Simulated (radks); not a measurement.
# Nuclear size and the levels of Ni⁺

The task here is to estimate one member of a computed series from the others.

Program: radks (a radial shooting solver on a logarithmic mesh, Libxc functionals) version 1. Level of theory: Dirac Kohn-Sham, exchange-only LDA, spin-unpolarised, spherical densities, finite nucleus; open shells are shared between the two j in proportion to 2j + 1. These are calculated values, not measurements, unless marked.

## Starting point

| Item | Value |
| --- | --- |
| element | nickel (Z = 28) |
| charge | +1 |
| electrons | 27 |
| configuration | [Ar] 3d9 |
| nuclear rms radius | 3.7757 fm |

The outer shells:

Ni⁺
```
[Ar] core
3d [↑↓][↑↓][↑↓][↑↓][↑ ]
```

Set-up of the first run:

The run's settings:

```text
Z 28
configuration [Ar] 3d9 4s0 4p0
relativity Dirac
functional lda,
spin unpolarised
j_filling average
nucleus finite rms 3.7757 fm
c 137.035999084
```

Among the steps run: rms radius 3.7757 fm.

One of the session's tables, all rows but one given; the rest of the session is left out.

It belongs to the step «rms radius 3.7757 fm». From the orbitals of this run (lengths in bohr):

| level | <r> | outermost maximum (interpolated) | 90 % within | nodes |
| --- | --- | --- | --- | --- |
| 3s1/2 | ? | ? | ? | ? |
| 3p1/2 | 0.7792 | 0.643 | 1.21 | 1 |
| 3p3/2 | 0.7899 | 0.651 | 1.23 | 1 |
| 3d3/2 | 1.077 | 0.634 | 1.95 | 0 |
| 3d5/2 | 1.086 | 0.637 | 1.97 | 0 |
| 4s1/2 | 2.684 | 2.21 | 4.06 | 3 |
| 4p1/2 | 3.564 | 2.86 | 5.50 | 2 |
| 4p3/2 | 3.605 | 2.90 | 5.56 | 2 |

Estimate the missing values for 3s1/2.

As computed: <r>: 0.7452; outermost maximum (interpolated): 0.641; 90 % within: 1.12; nodes: 2. In the column «<r>» it is the lowest.
